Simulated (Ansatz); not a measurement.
Run this with Ansatz 0.2.0 through its Python package and show what comes out.

`ch3brssn.py`:
```python
import ansatz as az
import numpy as np

GEOMETRY = """
C     0.41190    0.88250   -0.08730
S     0.79980   -0.36760   -1.29950
Sn   -1.13710   -1.74250   -0.75180
Br   -0.87860   -2.44280    1.67100
H     0.36520    0.50000    0.91030
H    -0.63890    1.35640   -0.33840
H     1.13910    1.74610   -0.15000
"""


def main() -> None:
    geometry = az.Crystal.molecule()
    for line in GEOMETRY.strip().splitlines():
        symbol, *xyz = line.split()
        geometry = geometry.atom(symbol, [float(v) for v in xyz])

    symbols = [site.symbol for site in geometry.cartesian_sites]
    start = np.array([site.position_ang for site in geometry.cartesian_sites])
    axis = (start[1] - start[0]) / np.linalg.norm(start[1] - start[0])
    moving = [1, 2, 3]
    lengths, energies = [1.52, 1.64, 1.78, 1.96, 2.23, 2.68, 3.21, 3.92], []
    for length in lengths:
        xyz = start.copy()
        xyz[moving] += (length - np.linalg.norm(start[1] - start[0])) * axis
        point = az.Crystal.molecule()
        for symbol, xyz in zip(symbols, xyz):
            point = point.atom(symbol, xyz.tolist())
        setup = (
            point.calculation()
            .basis(gaussian="def2-SVP")
            .functional("r2scan0")
        )
        report = setup.run(threads=1, pin="off").report
        energies.append(report["free_energy_ev"])
        print(f"r = {length:6.3f} A  E = {energies[-1]:.5f} eV  <S^2> = {abs(report['mean_field']['state']['spin_squared']):.3f}")

    print("energy above the lowest point (eV):", [round(e - min(energies), 3) for e in energies])


if __name__ == "__main__":
    main()
```

```console
$ python ch3brssn.py
r =  1.520 A  E = -87786.20247 eV  <S^2> = 0.000
r =  1.640 A  E = -87787.34161 eV  <S^2> = 0.000
r =  1.780 A  E = -87787.80792 eV  <S^2> = 0.000
r =  1.960 A  E = -87787.69390 eV  <S^2> = 0.000
r =  2.230 A  E = -87786.92695 eV  <S^2> = 0.000
r =  2.680 A  E = -87785.43355 eV  <S^2> = 0.000
r =  3.210 A  E = -87784.08578 eV  <S^2> = 0.000
r =  3.920 A  E = -87783.08511 eV  <S^2> = 0.000
energy above the lowest point (eV): [1.605, 0.466, 0.0, 0.114, 0.881, 2.374, 3.722, 4.723]
```

Notes:
- Total energies depend on the basis set; only differences at equal settings carry meaning.
- The rest of the molecule is held rigid at a force-field or estimated start geometry, and the basis set is modest; single-reference methods fail as a bond breaks.
- def2 sets replace the cores of elements past krypton by effective core potentials.
- The orbitals are restricted, so S² is zero by construction.
- Toward dissociation an unrestricted state can lie under the restricted one, by tenths of an eV for polar bonds under a functional and by 1 to 2 eV or more for others.
- Hardware and time: 61 s on 1 thread of Arm Neoverse V2, on a shared host, peak memory 0.34 GiB.

(Lines on the test bed's own set-up are left out of the output.)
